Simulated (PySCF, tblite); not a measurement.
# C₄H₉BrOSi: geometry, infrared bands and NMR shifts

Aim: predict the infrared bands and NMR shifts of C₄H₉BrOSi (`C=CC[C@H](Br)[SiH2]O`).

The runs use tblite 0.8.0 and PySCF 2.14.0, with density-fitted response routines of our own; the level of theory stands in each step. All values are computed, except where a source is named. Atoms count from 0, in the outputs and in this text.

**1. The molecule as given**

16 atoms, charge 0, multiplicity 1; geometry from: force field or distance geometry start.

Bonds of the start (Å): C0–C1 1.32, C1–C2 1.49, C2–C3 1.50, C3–Br4 1.93, C3–Si5 1.86, Si5–O6 1.72, C0–H7 1.08, C0–H8 1.08, C1–H9 1.11, C2–H10 1.11, C2–H11 1.12, C3–H12 1.13, Si5–H13 1.49, Si5–H14 1.47, O6–H15 0.99.

**2. Optimising the geometry with GFN2-xTB**

The job: settings as JSON, then the geometry in Å.

```
{"job": {"kind": "relax", "xc": "GFN2-xTB", "basis": "xTB"}, "charge": 0, "multiplicity": 1}
C     -2.797600     0.795600     0.312600
C     -1.956300    -0.203700     0.466300
C     -0.625700    -0.290900    -0.205900
C      0.518300    -0.332700     0.761700
Br     0.586200     1.214600     1.917400
Si     2.075900    -0.438200    -0.248800
O      3.020800     0.990400    -0.112700
H     -3.730100     0.764800     0.861900
H     -2.608200     1.643600    -0.332500
H     -2.216400    -1.032900     1.149800
H     -0.559600    -1.123800    -0.929300
H     -0.522600     0.679700    -0.757200
H      0.382000    -1.244300     1.407700
H      2.865800    -1.633300     0.143600
H      1.780500    -0.597700    -1.680800
H      3.779400     0.817800     0.502400
```

Command:

```console
> OMP_NUM_THREADS=1 python probes_run.py task.json out
```

The driver reads the jobs from task.json and runs them one after another.

**Question.** This job is followed by: GFN2-xTB harmonic vibrations, gas phase; GIAO PBE0/pcSseg-1 NMR shielding, non-relativistic, gas phase. What will the session give for the following? strongest single infrared mode (GFN2-xTB); zero-point energy (GFN2-xTB); ¹³C shifts against TMS (PBE0/pcSseg-1); ¹H shifts against TMS (PBE0/pcSseg-1); ⁷⁹Br shifts against HBr (PBE0/pcSseg-1); ²⁹Si shifts against TMS (PBE0/pcSseg-1); ¹⁷O shifts against H2O (PBE0/pcSseg-1); surface potential, 1st and 99th percentile.

As calculated:

| quantity | value |
| --- | --- |
| strongest single infrared mode (GFN2-xTB) | 801 cm⁻¹, 429 km/mol |
| zero-point energy (GFN2-xTB) | 73.5 kcal/mol |
| ¹³C shifts against TMS (PBE0/pcSseg-1) | 145.5, 126.6, 55.2, 43.6 ppm |
| ¹H shifts against TMS (PBE0/pcSseg-1) | 5.96, 5.56, 5.53, 5.09, 4.83, 3.19, 2.74, 2.39, 1.99 ppm |
| ⁷⁹Br shifts against HBr (PBE0/pcSseg-1) | 267 ppm |
| ²⁹Si shifts against TMS (PBE0/pcSseg-1) | -23.6 ppm |
| ¹⁷O shifts against H2O (PBE0/pcSseg-1) | 7.5 ppm |
| surface potential, 1st and 99th percentile | -1.21 V and 1.96 V |

**Reading.** The optimisation took 143 steps and gained 0.621 eV; among the close pairs (by a distance rule), Si5–O6 changed most, from 1.718 to 1.616 Å. All 42 modes are real, so the xTB geometry is a minimum. The strongest single mode, at 801 cm⁻¹, moves mainly H15. Unscaled tight-binding wavenumbers are off by several per cent, some by more. Its intensities can rank the bands wrongly. C3 stands next to heavy halogen, whose spin-orbit shielding this run leaves out, so the computed shift lies too far downfield, most of all for carbon beside Br or I. C1 (alkene CH) lies farthest downfield among carbon, at 145.5 ppm; as expected for a trigonal carbon in a double bond. The most deshielded hydrogen is H9 (hydrogen on an alkene CH), at 5.96 ppm: a vinylic proton, deshielded by the sp2 carbon and the C=C anisotropy. At PBE0/pcSseg-1: Shielding is most anisotropic at Br4 (span 1112 ppm, paramagnetic term -770 ppm). At PBE0/pcSseg-1, counted by nearest atom on the grid, the HOMO lies on C0, C1 about 28 % each; Br4 25 %, the LUMO on Br4 37 %; C3 27 %. Spin-orbit coupling is left out, which matters for shieldings and couplings at and beside the heavy atoms.
